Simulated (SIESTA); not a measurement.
In4GeSb2Te under changes of volume

One of the cells (35.310 Å³/atom); the others are scaled copies at fixed shape and fractional positions:

```
Te Sb In Ge
1.0
    -3.28172    3.28172    6.55724
     3.28172   -3.28172    6.55724
     3.28172    3.28172   -6.55724
Te Sb In Ge
1 2 4 1
Direct
  0.00000 0.00000 0.00000
  0.75000 0.25000 0.50000
  0.25000 0.75000 0.50000
  0.14849 0.60633 0.00000
  0.39367 0.39367 0.54216
  0.60633 0.14849 0.00000
  0.85151 0.85151 0.45784
  0.50000 0.50000 0.00000
```

The cell comes from a database or a generator and needn't be the stable form of this composition.

| Property | Result |
| --- | --- |
| Program | SIESTA 5.4.2 |
| Functional | LDA |
| Potentials or basis | PseudoDojo 0.4 standard (LDA files) |
| Basis | DZP (energy shift 0.003 Ry; two zetas on semicore shells) |
| Grid cutoff | 800 Ry |
| Energy shift | 0.003 Ry |
| k mesh | 4 × 4 × 4 |
| Occupations | fermi-dirac, width 0.05 eV |
| Spin | no spin polarisation |

```csv
volume (Å³/atom),energy over the lowest point (meV/atom),pressure (GPa),largest force (eV/Å)
33.191,0.00,-1.0,0.045
33.897,6.15,-1.8,0.053
34.604,15.78,-2.5,0.062
35.310,28.47,-3.2,0.070
36.016,43.84,-3.8,0.078
36.722,?,?,?
37.428,81.29,-4.7,0.092
```

Question: What does the run at 36.722 Å³/atom give?

Answer: Energy over the lowest point 61.54 meV/atom; pressure -4.3 GPa; largest force 0.085 eV/Å.

Worked out: A Birch-Murnaghan fit of order 3 (a polynomial in V^(-2/3)) to the other rows has its minimum at 32.48 Å³/atom, just outside them, with B0 = V·E''(V) = 47 GPa and B' = 5.0 at fixed shape and positions, which overstates the stiffness. It gives 61.54 meV/atom at 36.722 Å³/atom, against the run's 61.54, and -dE/dV = -4.3 GPa, against -4.3.

Energies are extrapolated to zero smearing.

Caveats: the basis of atomic orbitals isn't converged, which shifts pressures, moduli and gaps.
